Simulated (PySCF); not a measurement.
# C3H10GaNSe: spin-spin couplings

What spin-spin couplings should C3H10GaNSe (`C=C[C@@H]([SeH])[GaH2-][NH3+]`) show?

The runs use PySCF 2.14.0, with density-fitted response routines of our own; the level of theory stands in each step. All values are computed, except where a source is named. Atoms count from 0, in the outputs and in this text.

### Step 1. Starting geometry

16 atoms, charge 0, multiplicity 1; geometry from: GFN2-xTB.

Bonds of the start (Å): C0–C1 1.32, C1–C2 1.48, C2–Se3 2.02, C2–Ga4 2.04, Ga4–N5 2.13, C0–H6 1.09, C0–H7 1.08, C1–H8 1.09, C2–H9 1.10, Se3–H10 1.45, Ga4–H11 1.55, Ga4–H12 1.55, N5–H13 1.02, N5–H14 1.02, N5–H15 1.02.

### Step 2. J couplings: B3LYP/pcSseg-1+pcJ-1

What the job is given:

```
{"job": {"kind": "j", "xc": "B3LYP", "basis": "pcJ-1"}, "charge": 0, "multiplicity": 1}
C     -2.380294    -0.651825    -0.731935
C     -1.935714     0.567497    -0.475457
C     -0.505565     0.829061    -0.182827
Se    -0.346199     1.433326     1.739682
Ga     0.714877    -0.793663    -0.344244
N      2.551338     0.096446     0.277283
H     -1.690115    -1.497984    -0.734454
H     -3.414116    -0.863468    -0.949425
H     -2.615326     1.414247    -0.459968
H     -0.181236     1.740089    -0.708721
H     -0.539603     0.117662     2.307590
H      1.127434    -1.295917    -1.747617
H      0.629389    -1.844514     0.792135
H      3.276457    -0.603440     0.433565
H      2.913248     0.778391    -0.389596
H      2.387826     0.583037     1.162579
```

Method: B3LYP/pcJ-1 Ga:pcSseg-1 Se:pcSseg-1 indirect spin-spin coupling, non-relativistic, gas phase.

Command:

```console
> OMP_NUM_THREADS=1 python probes_run.py task.json out
```

One launch serves the whole session: the jobs run in the order shown.

Predict these results of the whole session: largest coupling of the table (B3LYP/pcSseg-1+pcJ-1).

As calculated:

```
                                            quantity                    value
largest coupling of the table (B3LYP/pcSseg-1+pcJ-1)  1J(C,H) C0–H7, 166.5 Hz
```

In words: In the run at B3LYP/pcSseg-1+pcJ-1, the largest coupling of the table is C0–H7, 166.5 Hz, of which the Fermi-contact term gives 165.4 Hz. Couplings across rotatable bonds belong to this one conformer; where others are populated, the observed values are averages. Spin-orbit coupling is left out, which matters for shieldings and couplings at and beside the heavy atoms.
